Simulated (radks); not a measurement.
# He⁺ in 2p1: an all-electron calculation

Aim: the levels, the sizes of the orbitals and the parts of the energy of the helium ion He+.

The numbers are computed with radks (a radial shooting solver on a logarithmic mesh, Libxc functionals) version 1 (scalar-relativistic Kohn-Sham, BLYP, spin-polarised, spherical densities, finite nucleus; open shells are filled with parallel spins first), except any that are marked as measured or tabulated.

### Step 1. Starting point

- element: helium (Z = 2)
- charge: +1
- electrons: 1
- configuration: 2p1
- nuclear rms radius: 1.6755 fm

Outer shells as boxes (Hund's rule):

He⁺
```
2p [↑ ][  ][  ]
```

### Step 2. Self-consistent calculation

The run's settings:

```text
Z 2
configuration 2p1 1s0 3p0 3d0
relativity scalar-relativistic
functional b88,lyp
spin polarised
nucleus finite rms 1.6755 fm
c 137.035999084
```

What does the calculation give?

The runs gave:

```
                        quantity                   value
                    total energy        -0.49720 hartree
exchange-correlation share of it                 35.96 %
                            −T/E                  1.0000
          highest occupied level        2p up, -9.915 eV
    most extended occupied level  2p up, <r> = 2.51 bohr
 radius at density 0.001 e/bohr³               3.61 bohr
    maxima of the radial density                       1
```

1 principal shells are occupied and 1 maxima appear in the radial density. This is not the tabulated ground configuration, so its levels and sizes aren't those of the ground state, and no measured value stands beside it.
